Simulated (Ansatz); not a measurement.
**AlH2NaSe: single points off equilibrium**

A test off equilibrium: a structure displaced at random from a GFN2-xTB minimum is computed at several levels, and each is set against CCSD(T).

Method: single points in def2-TZVPP; program: Ansatz 0.2.0, Gaussian basis.

Correlated methods freeze the cores. Filled d shells of the heavier atoms are correlated. The outer core shell of Li, Na, Mg and K is correlated.

### 1 Where the work starts

SMILES `[Na][AlH][SeH]`, 5 atoms, charge 0, spin multiplicity 1.

Atoms are counted from 1 here; the program's logs count them from 0.

Bond lengths: Al2–Se3 2.437 Å, Al2–H4 1.412 Å, Se3–H5 1.457 Å. Angles: Se3–Al2–H4 104.7°, Al2–Se3–H5 89.3°.

Coordinates:

```xyz
5

Na   -2.9142   -1.1133   -1.0933
Al   -0.3783   -0.4861    0.1642
Se    1.0929    1.1322   -0.9109
H     0.1584   -0.6517    1.4596
H     2.0666    0.9269    0.1530
```

### 2 CCSD(T)/def2-TZVPP

Contents of run/in.yaml:

```yaml
crystal:
  periodic: [false, false, false]
  atoms:
    - {symbol: Na, position_ang: [-2.914200, -1.113300, -1.093300]}
    - {symbol: Al, position_ang: [-0.378300, -0.486100, 0.164200]}
    - {symbol: Se, position_ang: [1.092900, 1.132200, -0.910900]}
    - {symbol: H, position_ang: [0.158400, -0.651700, 1.459600]}
    - {symbol: H, position_ang: [2.066600, 0.926900, 0.153000]}
basis:
  gaussian: {orbitals: def2-TZVPP}
correlation: {method: ccsd_t}
output: {forces: true}
```

No record of the launch command was kept for these runs.

### 3 PBE0-D4/def2-TZVPP

run/in.yaml: that of step 2 with these lines changed.

```diff
@@ -10,3 +10,3 @@
   gaussian: {orbitals: def2-TZVPP}
-correlation: {method: ccsd_t}
-output: {forces: true}
+hamiltonian: {xc: pbe0, dispersion: d4}
+output: {forces: true, orbitals: {seedname: orbitals}}
```

### 4 wB97M-V/def2-TZVPP

run/in.yaml: that of step 3 with these lines changed.

```diff
@@ -10,3 +10,3 @@
   gaussian: {orbitals: def2-TZVPP}
-hamiltonian: {xc: pbe0, dispersion: d4}
-output: {forces: true, orbitals: {seedname: orbitals}}
+hamiltonian: {xc: {name: wB97M-V}}
+output: {forces: true}
```

### 5 r2SCAN-D4/def2-TZVPP

run/in.yaml: that of step 4 with these lines changed.

```diff
@@ -10,3 +10,3 @@
   gaussian: {orbitals: def2-TZVPP}
-hamiltonian: {xc: {name: wB97M-V}}
+hamiltonian: {xc: r2scan, dispersion: d4}
 output: {forces: true}
```

### 6 PBE-D4/def2-TZVPP

run/in.yaml: that of step 5 with these lines changed.

```diff
@@ -10,3 +10,3 @@
   gaussian: {orbitals: def2-TZVPP}
-hamiltonian: {xc: r2scan, dispersion: d4}
+hamiltonian: {xc: pbe, dispersion: d4}
 output: {forces: true}
```

### 7 r2SCAN0-D4/def2-TZVPP

run/in.yaml: that of step 6 with these lines changed.

```diff
@@ -10,3 +10,3 @@
   gaussian: {orbitals: def2-TZVPP}
-hamiltonian: {xc: pbe, dispersion: d4}
+hamiltonian: {xc: {name: r2SCAN0}, dispersion: d4}
 output: {forces: true}
```

### 8 BLYP-D4/def2-TZVPP

run/in.yaml: that of step 7 with these lines changed.

```diff
@@ -10,3 +10,3 @@
   gaussian: {orbitals: def2-TZVPP}
-hamiltonian: {xc: {name: r2SCAN0}, dispersion: d4}
+hamiltonian: {xc: {name: BLYP}, dispersion: d4}
 output: {forces: true}
```

(Steps that only read results are left out.)

**Question.** What will these runs give? Wanted: energy less free atoms, CCSD(T)/def2-TZVPP; RMS force component; RMS force error; HOMO and LUMO, PBE0-D4; T1 diagnostic.

The runs gave:

```
                                  quantity                                                                                              value
energy less free atoms, CCSD(T)/def2-TZVPP                                                                                         -10.069 eV
                       RMS force component                                                               1.312 to 1.366 eV/Å over the methods
                           RMS force error  PBE0-D4 0.036, wB97M-V 0.045, r2SCAN-D4 0.031, PBE-D4 0.143, r2SCAN0-D4 0.048, BLYP-D4 0.176 eV/Å
                    HOMO and LUMO, PBE0-D4                                                                                 -5.03 and -1.60 eV
                             T1 diagnostic                                                                                              0.009
```

What this shows: Against CCSD(T) the functionals' energies less atoms differ by -0.291 to -0.046 eV, PBE-D4 by -0.201 eV. The reference is not at the basis limit: in triple zeta CCSD(T) underbinds, which counts against methods that bind more; the gaps are no ranking. The forces of r2SCAN-D4 come nearest to CCSD(T), those of BLYP-D4 are farthest. Frozen-core CCSD(T) forces in triple zeta carry basis errors of their own, and this is one geometry, so small gaps rank nothing.
